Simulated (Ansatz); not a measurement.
# FGaH3NS: the cost of one run

Method: RKS PBE-D4/def2-SVP, in Ansatz 0.2.0.

### 1 Starting point

Bond lengths: N1–Ga2 1.692 Å, Ga2–F3 1.154 Å, Ga2–S4 2.363 Å, N1–H5 1.080 Å, N1–H6 1.061 Å, S4–H7 1.416 Å. Angles: N1–Ga2–F3 166.9°, N1–Ga2–S4 120.6°, F3–Ga2–S4 62.7°, Ga2–N1–H5 89.1°, Ga2–N1–H6 98.6°, H5–N1–H6 101.2°, Ga2–S4–H7 90.5°.

As a file:

```xyz
7

N     0.9387    1.2254    0.0309
Ga    0.7078   -0.3702    0.5441
F     0.7266   -1.5127    0.7072
S    -1.1928   -1.5930   -0.1453
H    -0.0018    1.4920    0.4904
H     0.6481    1.1089   -0.9827
H    -1.7653   -0.4185   -0.6903
```

### 2 End point A

input.yaml reads:

```yaml
crystal:
  periodic: [false, false, false]
  atoms:
    - { symbol: "N", position_ang: [0.9387, 1.2254, 0.0309] }
    - { symbol: Ga, position_ang: [0.7078, -0.3702, 0.5441] }
    - { symbol: F, position_ang: [0.7266, -1.5127, 0.7072] }
    - { symbol: S, position_ang: [-1.1928, -1.593, -0.1453] }
    - { symbol: H, position_ang: [-0.0018, 1.492, 0.4904] }
    - { symbol: H, position_ang: [0.6481, 1.1089, -0.9827] }
    - { symbol: H, position_ang: [-1.7653, -0.4185, -0.6903] }
basis:
  gaussian: { orbitals: def2-SVP }
hamiltonian:
  xc: pbe
  dispersion: d4
relax:
  f_tol: 0.015
  max_steps: 40
```

Launch:

```bash
> ansatz run input.yaml --threads 2 --pin off --max-ram 3072MiB --backend cpu --events-out ev --progress --plain --runs-dir out
```

What time and memory should one allow on 2 threads of INTEL XEON PLATINUM 8581C at 2.30GHz (Emerald Rapids), shared host?

About 19 s, with a peak of 0.17 GiB.
